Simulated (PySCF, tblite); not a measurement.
# C₅H₁₁FOSi₃: geometry, infrared bands and NMR shifts

Wanted: the infrared bands and NMR shifts of C₅H₁₁FOSi₃ (`C=CC[Si]1(C(=C)F)[SiH2]O[SiH2]1`), by calculation.

Programs: tblite 0.8.0 and PySCF 2.14.0, with density-fitted response routines of our own. Each step states its level of theory. These are calculated values for one molecule in the gas phase, unless marked as measured. Atoms are numbered from 0 throughout.

## 1. Starting geometry

21 atoms, charge 0, multiplicity 1; geometry from: force field or distance geometry start.

Bonds of the start (Å): C0–C1 1.32, C1–C2 1.48, C2–Si3 1.86, Si3–C4 1.84, C4–C5 1.33, C4–F6 1.38, Si3–Si7 2.20, Si7–O8 1.72, O8–Si9 1.73, Si9–Si3 2.21, C0–H10 1.09, C0–H11 1.10, C1–H12 1.09, C2–H13 1.13, C2–H14 1.10, C5–H15 1.07, C5–H16 1.09, Si7–H17 1.46, Si7–H18 1.48, Si9–H19 1.47, Si9–H20 1.45.

## 2. Relaxing the molecule with GFN2-xTB

What the job is given:

```
{"job": {"kind": "relax", "xc": "GFN2-xTB", "basis": "xTB"}, "charge": 0, "multiplicity": 1}
C      3.101300    -0.928300     0.272000
C      1.810600    -1.196600     0.188300
C      0.770800    -0.637000     1.080800
Si    -0.426800     0.272000    -0.022600
C     -1.348700    -0.896300    -1.109900
C     -2.213100    -1.754100    -0.582300
F     -1.153200    -0.873600    -2.472500
Si     0.243100     2.170200    -0.902300
O     -1.007500     2.971200    -0.036600
Si    -1.748700     1.754800     0.946200
H      3.539800    -0.241900     0.993700
H      3.793400    -1.406500    -0.429500
H      1.469100    -1.905600    -0.559800
H      0.177300    -1.510800     1.475600
H      1.149600    -0.008300     1.895000
H     -2.736300    -2.419400    -1.240100
H     -2.341100    -1.742600     0.499000
H      1.581100     2.602100    -0.520700
H      0.066400     2.266600    -2.369100
H     -3.137200     1.515200     0.522000
H     -1.598800     1.986100     2.372400
```

Launch:

```bash
> OMP_NUM_THREADS=1 python probes_run.py task.json out
```

The driver reads the jobs from task.json and runs them one after another.

**Question.** This job is followed by: GFN2-xTB harmonic vibrations, gas phase; GIAO PBE0/pcSseg-1 NMR shielding, non-relativistic, gas phase. Predict these results of the whole session: strongest single infrared mode (GFN2-xTB); zero-point energy (GFN2-xTB); ¹³C shifts against TMS (PBE0/pcSseg-1); ¹H shifts against TMS (PBE0/pcSseg-1, means over atoms taken as alike); ²⁹Si shifts against TMS (PBE0/pcSseg-1, means over atoms taken as alike); ¹⁹F shifts against CFCl3 (PBE0/pcSseg-1); ¹⁷O shifts against H2O (PBE0/pcSseg-1).

The runs gave:

```
                                                                quantity                                               value
                               strongest single infrared mode (GFN2-xTB)                                746 cm⁻¹, 872 km/mol
                                            zero-point energy (GFN2-xTB)                                       88.1 kcal/mol
                                  ¹³C shifts against TMS (PBE0/pcSseg-1)                181.3, 143.1, 121.3, 112.7, 24.3 ppm
  ¹H shifts against TMS (PBE0/pcSseg-1, means over atoms taken as alike)  6.28, 5.93, 5.87, 5.79, 5.42, 5.24, 5.10, 2.24 ppm
²⁹Si shifts against TMS (PBE0/pcSseg-1, means over atoms taken as alike)                                       27.4, 5.3 ppm
                                ¹⁹F shifts against CFCl3 (PBE0/pcSseg-1)                                           -88.6 ppm
                                  ¹⁷O shifts against H2O (PBE0/pcSseg-1)                                            55.9 ppm
```

Over 199 steps the energy fell by 1.048 eV; of the close pairs, Si3–Si7 changed most, 2.197 to 2.360 Å. All 57 modes are real, so the xTB geometry is a minimum. The strongest single mode, at 746 cm⁻¹, has its largest shares on O8, H20, H19 and H17 (the list is cut at 4 atoms). GFN2-xTB is a fitted tight-binding method: band positions and strengths are rough. Its intensities can rank the bands wrongly. H12 (hydrogen on an alkene CH) lies farthest downfield among hydrogen, at 6.28 ppm; attached to an sp2 carbon and in the plane of the double bond.
